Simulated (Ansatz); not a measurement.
**C4N4Sn: one species, many methods**

One table from this session's results is given with a row withheld; the runs are named, their logs left out.

The runs use Ansatz 0.2.0, Gaussian basis; functionals in def2-TZVPP, the program's frozen cores in correlated methods.

The runs, in order: LDA (SPW92), PBE-D4, revPBE-D4, BLYP-D4, r2SCAN-D4, B97M-V, PBE0-D4, B3LYP-D4, r2SCANh-D4, r2SCAN0-D4, HSE06-D4, BHLYP-D4, CAM-B3LYP-D4, LC-ωPBE, ωB97X-V, ωB97M-V, B2PLYP, PBE-QIDH; CCSD(T)/def2-SVP; CCSD(T)/def2-TZVPP; MP2/def2-QZVPP; extrapolation to the limit; RPA on PBE.

2 further runs of the same task are left out: 2 for a known fault of the program.

## The geometry

An earlier PBE0-D4 in a triple-zeta def2 set relaxation fixed the geometry. Sn takes the def2 core potential; no spin-orbit term is included.

SMILES `N#[C][Sn]([C]#N)([C]#N)[C]#N`, 9 atoms, charge 0, spin multiplicity 1.

Atoms are counted from 1 here; the program's logs count them from 0.

Bond lengths: N1–C2 1.151 Å, C2–Sn3 2.073 Å, Sn3–C4 2.073 Å, Sn3–C6 2.073 Å, Sn3–C8 2.073 Å, C4–N5 1.151 Å, C6–N7 1.151 Å, C8–N9 1.151 Å. Angles: N1–C2–Sn3 179.9°, C2–Sn3–C4 109.5°, C2–Sn3–C6 109.5°, C2–Sn3–C8 109.5°, C4–Sn3–C6 109.5°, C4–Sn3–C8 109.5°, C6–Sn3–C8 109.5°, Sn3–C4–N5 179.9°, Sn3–C6–N7 179.9°, Sn3–C8–N9 180.0°.

Set-up of the first run:

in.yaml

```yaml
crystal:
  periodic: [false, false, false]
  atoms:
    - {symbol: N, position_ang: [2.401511, -2.150966, 0.256927]}
    - {symbol: C, position_ang: [1.547294, -1.385465, 0.164193]}
    - {symbol: Sn, position_ang: [0.009985, -0.005211, -0.002202]}
    - {symbol: C, position_ang: [-1.042413, -0.350304, -1.754194]}
    - {symbol: N, position_ang: [-1.629087, -0.542014, -2.725450]}
    - {symbol: C, position_ang: [0.802332, 1.909741, -0.037510]}
    - {symbol: N, position_ang: [1.243308, 2.972494, -0.056790]}
    - {symbol: C, position_ang: [-1.267445, -0.194746, 1.619011]}
    - {symbol: N, position_ang: [-1.977085, -0.299829, 2.518814]}
basis:
  gaussian: {orbitals: def2-TZVPP}
hamiltonian: {xc: lda}
output: {orbitals: {seedname: orbitals}}
```

On the command line:

```sh
ansatz run in.yaml --threads 2 --pin off --events-out ev --progress --plain --max-ram 32768MiB --backend cuda --devices 0, --max-vram 18GiB
```

Steps of the session up to this table: LDA; PBE-D4 (GGA); revPBE-D4 (GGA); BLYP-D4 (GGA); r2SCAN-D4 (meta-GGA); B97M-V (meta-GGA); PBE0-D4 (hybrid); B3LYP-D4 (hybrid); r2SCANh-D4 (hybrid); r2SCAN0-D4 (hybrid); HSE06-D4 (hybrid); BHLYP-D4 (hybrid); CAM-B3LYP-D4 (range-separated); LC-ωPBE (range-separated); ωB97X-V (range-separated); ωB97M-V (range-separated); B2PLYP (double hybrid); PBE-QIDH (double hybrid).

One of the session's tables, all rows but one given; the rest of the session is left out.

It belongs to the step «Frontier levels by functional». 

```
  functional  HOMO (eV)  LUMO (eV)  gap (eV)
 LDA (SPW92)      -9.76      -3.85      5.91
      PBE-D4      -9.58      -3.54      6.04
   revPBE-D4      -9.51      -3.41      6.10
     BLYP-D4      -9.48      -3.41      6.06
   r2SCAN-D4     -10.00      -3.42      6.58
      B97M-V     -10.04      -3.33      6.72
     PBE0-D4     -11.21      -2.68      8.54
    B3LYP-D4     -10.94      -2.90      8.04
  r2SCANh-D4     -10.60      -3.10      7.50
  r2SCAN0-D4     -11.47      -2.62      8.84
    HSE06-D4     -10.80      -3.05      7.75
    BHLYP-D4     -12.50      -1.75     10.76
CAM-B3LYP-D4          ?          ?         ?
     LC-ωPBE     -14.15      -0.45     13.70
     ωB97X-V     -13.71      -0.54     13.17
     ωB97M-V     -13.60      -0.67     12.93
```

Q: Estimate the row for CAM-B3LYP-D4 from the others.

**Answer.** HOMO (eV): -12.70; LUMO (eV): -1.62; gap (eV): 11.08. In the column «HOMO (eV)» it lies between ωB97M-V (-13.60) and BHLYP-D4 (-12.50).
